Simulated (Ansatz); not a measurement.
# Si3H6O: one species, many methods

How much do the methods differ for Si3H6O? The plan is to run it at one geometry with functionals of several rungs and with coupled cluster. The yardstick is the atomisation energy at the CCSD(T) limit.

Program: Ansatz 0.2.0, Gaussian basis. Level of theory: functionals in def2-TZVPP, the program's frozen cores in correlated methods. These are calculated values, not measurements.

Plan: LDA (SPW92), PBE-D4, revPBE-D4, BLYP-D4, r2SCAN-D4, B97M-V, PBE0-D4, B3LYP-D4, r2SCANh-D4, r2SCAN0-D4, HSE06-D4, BHLYP-D4, CAM-B3LYP-D4, LC-ωPBE, ωB97X-V, ωB97M-V, B2PLYP, PBE-QIDH; CCSD(T)/def2-SVP; CCSD(T)/def2-TZVPP; MP2/def2-QZVPP; extrapolation to the limit; RPA on PBE.

## 1. The geometry

All runs share one geometry, relaxed beforehand with PBE0-D4 in a triple-zeta def2 set.

SMILES `[SiH3][SiH]1O[SiH2]1`, 10 atoms, charge 0, spin multiplicity 1.

Atoms are counted from 1 here; the program's logs count them from 0.

Bond lengths: Si1–Si2 2.334 Å, Si1–H5 1.488 Å, Si1–H6 1.488 Å, Si1–H7 1.486 Å, Si2–O3 1.707 Å, Si2–Si4 2.197 Å, Si2–H8 1.489 Å, O3–Si4 1.691 Å, Si4–H9 1.483 Å, Si4–H10 1.484 Å. Angles: Si2–Si1–H5 111.3°, Si2–Si1–H6 108.6°, Si2–Si1–H7 109.3°, H5–Si1–H6 108.9°, H5–Si1–H7 109.3°, H6–Si1–H7 109.4°, Si1–Si2–O3 114.7°, Si1–Si2–Si4 124.5°, Si1–Si2–H8 113.5°, O3–Si2–Si4 49.4°, O3–Si2–H8 112.9°, Si4–Si2–H8 121.5°, Si2–O3–Si4 80.6°, Si2–Si4–O3 50.0°, Si2–Si4–H9 124.5°, Si2–Si4–H10 124.4°, O3–Si4–H9 114.1°, O3–Si4–H10 114.2° and more.

## 2. LDA

This LDA is Slater exchange with PW92 correlation.

Input file in.yaml:

```yaml
crystal:
  periodic: [false, false, false]
  atoms:
    - {symbol: Si, position_ang: [-1.396932, 0.924992, -0.990216]}
    - {symbol: Si, position_ang: [-0.332816, -0.600695, 0.419094]}
    - {symbol: O, position_ang: [1.052366, -1.341076, -0.248960]}
    - {symbol: Si, position_ang: [1.779248, -0.481287, 1.013000]}
    - {symbol: H, position_ang: [-2.075650, 0.235697, -2.120792]}
    - {symbol: H, position_ang: [-2.414280, 1.670375, -0.200848]}
    - {symbol: H, position_ang: [-0.392845, 1.879096, -1.527716]}
    - {symbol: H, position_ang: [-1.264862, -1.575881, 1.048746]}
    - {symbol: H, position_ang: [2.411002, -1.339624, 2.044885]}
    - {symbol: H, position_ang: [2.717767, 0.577304, 0.565707]}
basis:
  gaussian: {orbitals: def2-TZVPP}
hamiltonian: {xc: lda}
output: {orbitals: {seedname: orbitals}}
```

Further steps of the session: PBE-D4 (GGA); revPBE-D4 (GGA); BLYP-D4 (GGA); r2SCAN-D4 (meta-GGA); B97M-V (meta-GGA); PBE0-D4 (hybrid); B3LYP-D4 (hybrid); r2SCANh-D4 (hybrid); r2SCAN0-D4 (hybrid); HSE06-D4 (hybrid); BHLYP-D4 (hybrid); CAM-B3LYP-D4 (range-separated); LC-ωPBE (range-separated); ωB97X-V (range-separated); ωB97M-V (range-separated); B2PLYP (double hybrid); PBE-QIDH (double hybrid); CCSD(T) in def2-SVP; CCSD(T) in def2-TZVPP; MP2 in def2-QZVPP; RPA on PBE orbitals.

Q: Predict the results of all the runs planned. Wanted: atomisation energy, CCSD(T)/CBS; farthest beyond LDA; mean size of error, GGA; mean size of error, meta-GGA; mean size of error, hybrid; mean size of error, range-separated; mean size of error, double hybrid; gap, smallest and largest; T1 diagnostic.

As calculated:

| quantity | value |
| --- | --- |
| atomisation energy, CCSD(T)/CBS | 3125.3 kJ/mol |
| functionals within 15.6 kJ/mol (0.5 %) | r2SCAN-D4, CAM-B3LYP-D4, ωB97M-V |
| farthest beyond LDA | BHLYP-D4 (-80.5 kJ/mol) |
| mean size of error, GGA | 46.3 kJ/mol |
| mean size of error, meta-GGA | 9.7 kJ/mol |
| mean size of error, hybrid | 45.1 kJ/mol |
| mean size of error, range-separated | 23.4 kJ/mol |
| mean size of error, double hybrid | 59.7 kJ/mol |
| gap, smallest and largest | 3.78 eV (LDA (SPW92)), 10.27 eV (LC-ωPBE) |
| T1 diagnostic | 0.0152 |
| triples share of the correlation energy | 3.8 % |

LDA overbinds by 363.3 kJ/mol (12 %). PBE-D4 is off by -20.5 kJ/mol. Double hybrids carry the basis error of their MP2 part in triple zeta, and no dispersion term here, so their miss is partly the set-up's. Taken by rung, meta-GGA functionals do best (9.7 kJ/mol on average) and double hybrid ones worst beyond LDA (59.7 kJ/mol). Misses under about 15.6 kJ/mol are within the doubt on the reference itself, which lacks core-valence correlation, relativity and higher excitations. Hartree-Fock recovers 73 % of the binding; the rest is correlation. CCSD(T) in def2-SVP is off by -276.0 kJ/mol, so the small basis spoils what the method gains. Orbital gaps span 3.8 to 10.3 eV; exact exchange widens them.
